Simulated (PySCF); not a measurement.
# C5H13B: the cost of one run

Programs: PySCF 2.14.0, with density-fitted response routines of our own. Each step states its level of theory. These are calculated values for one molecule in the gas phase, unless marked as measured. Atoms count from 0, in the outputs and in this text.

**1. The starting structure**

19 atoms, charge 0, multiplicity 1; geometry from: GFN2-xTB. The atoms were then displaced at random by about 0.03 Å, so the start is not that level's minimum.

Bonds of the start (Å): B0–C1 1.51, C1–C2 1.55, C1–C3 1.51, C1–C4 1.55, C4–C5 1.52, B0–H6 1.19, B0–H7 1.21, C2–H8 1.19, C2–H9 1.03, C2–H10 1.09, C3–H11 1.16, C3–H12 1.03, C3–H13 1.09, C4–H14 1.12, C4–H15 1.03, C5–H16 1.10, C5–H17 1.07, C5–H18 1.05.

**2. Relaxing the molecule at PBE0-D3(BJ)/def2-SVP**

What the job is given:

```
{"job": {"xc": "PBE0", "basis": "def2-SVP", "d3": "d3bj", "grid": 1, "shake": 0.03, "kind": "geom"}, "charge": 0, "multiplicity": 1}
B     -0.554690     1.556820     0.240400
C     -0.436230     0.049450     0.203640
C     -1.323310    -0.659660     1.252010
C     -0.877580    -0.337890    -1.184390
C      1.017320    -0.478770     0.326200
C      2.054990     0.157700    -0.586710
H      0.229700     2.356530    -0.175240
H     -1.593650     2.090430     0.565030
H     -0.941610    -0.348040     2.332750
H     -2.322440    -0.403810     1.209390
H     -1.190860    -1.742870     1.213490
H     -2.001040    -0.040370    -1.250880
H     -0.500210     0.151710    -2.007920
H     -0.971080    -1.418320    -1.268960
H      1.333230    -0.314030     1.388650
H      1.013250    -1.500330     0.228830
H      3.031230    -0.315240    -0.428840
H      1.760340     0.027630    -1.604020
H      2.190250     1.180990    -0.383760
```

The run is started by

```bash
$ OMP_NUM_THREADS=1 python probes_run.py task.json out
```

The driver reads the jobs from task.json and runs them one after another.

**Question.** How long does this first job take on 1 thread of Arm Neoverse V1, shared host, and how much memory does it need?

About 2 min, with a peak of 0.58 GiB.
